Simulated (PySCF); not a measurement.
# B2F2H5P: the cost of one run

Computed with PySCF 2.14.0, with density-fitted response routines of our own, on a single molecule in the gas phase. Atoms count from 0, in the outputs and in this text.

### 1 Starting geometry

10 atoms, charge 0, multiplicity 1; geometry from: GFN2-xTB. The atoms were then displaced at random by about 0.01 Å, so the start is not that level's minimum.

Bonds of the start (Å): F0–B1 1.35, B1–F2 1.34, B1–B3 1.65, B3–P4 1.94, B3–H5 1.20, B3–H6 1.19, P4–H7 1.37, P4–H8 1.40, P4–H9 1.40.

### 2 Optimising the geometry at PBE0-D3(BJ)/def2-SVP

What the job is given:

```
{"job": {"xc": "PBE0", "basis": "def2-SVP", "d3": "d3bj", "grid": 1, "shake": 0.01, "kind": "geom"}, "charge": 0, "multiplicity": 1}
F      2.930390    -0.338870    -0.084140
B      1.628420    -0.074860     0.181980
F      1.502440     0.483910     1.398110
B      0.312050    -0.363640    -0.774390
P     -1.253030     0.215090     0.224160
H      0.056800    -1.512730    -1.001390
H      0.238170     0.262540    -1.783720
H     -2.504910     0.115350    -0.312890
H     -1.336480     1.547820     0.657570
H     -1.523420    -0.355530     1.473650
```

Started as:

```bash
$ OMP_NUM_THREADS=1 python probes_run.py task.json out
```

The driver reads the jobs from task.json and runs them one after another.

**Question.** How long does this first job take on 1 thread of Arm Neoverse V2, shared host, and how much memory does it need?

About 31 s, with a peak of 0.4 GiB.
